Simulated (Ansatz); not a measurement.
**InGa2N3: substituted relatives**

One table from this session's results is given with a row withheld; the runs are named, their logs left out.

Program: Ansatz 0.2.0. Level of theory: DFT PBEsol, scalar-relativistic, plane waves, PAW. These are calculated values, not measurements.

1 further run of the same task is left out (set aside as unsound or not needed).

## Starting point

It takes space group Cmc2_1 (No. 36, orthorhombic). Conventional cell: a = 9.906 Å, b = 5.714 Å, c = 5.336 Å, α = 90.00°, β = 90.00°, γ = 90.00°. Around In (site symmetry m) lie 4 N at 2.15 to 2.16 Å. Around Ga (site symmetry 1) lie 4 N at 1.95 to 1.96 Å. Around N (site symmetry 1) lie 3 Ga at 1.95 to 1.96 Å and 1 In at 2.15 Å. N (site symmetry m) has 2 Ga at 1.95 Å and 2 In at 2.16 Å as nearest neighbours.

Coordinates:

```cif
data_structure
_symmetry_space_group_name_H-M 'Cmc2_1'
_symmetry_Int_Tables_number 36
_cell_length_a 9.9060
_cell_length_b 5.7137
_cell_length_c 5.3356
_cell_angle_alpha 90.000
_cell_angle_beta 90.000
_cell_angle_gamma 90.000
_cell_volume 302.00
loop_
_atom_site_label
_atom_site_type_symbol
_atom_site_symmetry_multiplicity
_atom_site_Wyckoff_symbol
_atom_site_fract_x
_atom_site_fract_y
_atom_site_fract_z
_atom_site_occupancy
In1 In 4 a 0.00000 0.67478 0.48975 1
Ga1 Ga 8 b 0.67044 0.66344 0.49264 1
N1 N 8 b 0.68006 0.65358 0.85895 1
N2 N 4 a 0.00000 0.69212 0.89507 1
```

It goes back to an entry of the Materials Project, which need not be the stable form.

This cell was relaxed beforehand with the same method: volume 12.58 Å³/atom, gap on the mesh 1.00 eV.

Set-up of the first run:

The input, input.yaml:

```yaml
crystal:
  lattice:
    - [5.7011856119, -3.2884097076, 0.0]
    - [5.7011856119, 3.2884097076, 0.0]
    - [0.0, 0.0, 6.1415573147]
  atoms:
    - { symbol: In, position: [0.3252227421, 0.6747772579, 0.9897489538] }
    - { symbol: In, position: [0.6747772579, 0.3252227421, 0.4897489538] }
    - { symbol: Ga, position: [0.0069945023, 0.3338844484, 0.992640225] }
    - { symbol: Ga, position: [0.6661155516, 0.9930054977, 0.992640225] }
    - { symbol: Ga, position: [0.9930054977, 0.6661155516, 0.492640225] }
    - { symbol: Ga, position: [0.3338844484, 0.0069945023, 0.492640225] }
    - { symbol: As, position: [0.0264767011, 0.3336441491, 0.3589520516] }
    - { symbol: As, position: [0.6663558509, 0.9735232989, 0.3589520516] }
    - { symbol: As, position: [0.9735232989, 0.6663558509, 0.8589520516] }
    - { symbol: As, position: [0.3336441491, 0.0264767011, 0.8589520516] }
    - { symbol: As, position: [0.3078788721, 0.6921211279, 0.3950674931] }
    - { symbol: As, position: [0.6921211279, 0.3078788721, 0.8950674931] }
basis:
  ecutwfc: 420
kpoints:
  mp_grid: { grid: [4, 4, 4] }
hamiltonian:
  xc: pbesol
scf:
  occupations: { method: gaussian, width: 0.1 }
output:
  forces: true
  stress: true
  eigenvalues: true
```

Launch:

```
> ansatz run input.yaml --threads 2 --pin off --max-ram 5120MiB --backend cpu --events-out ev --progress --plain --runs-dir out
```

Among the steps run: Probe: one point at the start (InGa2As3); Coarse relaxation (InGa2As3); Full relaxation (InGa2As3); Seeking the band edges (InGa2As3).

One of the session's tables, all rows but one given; the rest of the session is left out.

It belongs to the step «The crystals compared». Lengths are those of the vectors of the cell that was run:

```
           swap  volume (Å³/atom)  a (Å)  b (Å)  c (Å)
           none             12.58  5.718  5.718  5.336
Ga → B, In → Tl              8.48  5.056  5.056  4.614
        Ga → Tl                 ?      ?      ?      ?
         N → As             24.33  7.080  7.080  6.725
```

Estimate the missing values for Ga → Tl.

As computed: volume (Å³/atom): 16.73; a (Å): 6.283; b (Å): 6.283; c (Å): 5.875. In the column «volume (Å³/atom)» it lies between none (12.58) and N → As (24.33).

Lengths are those of the computed cell. Rows of earlier swaps come from the sessions before.
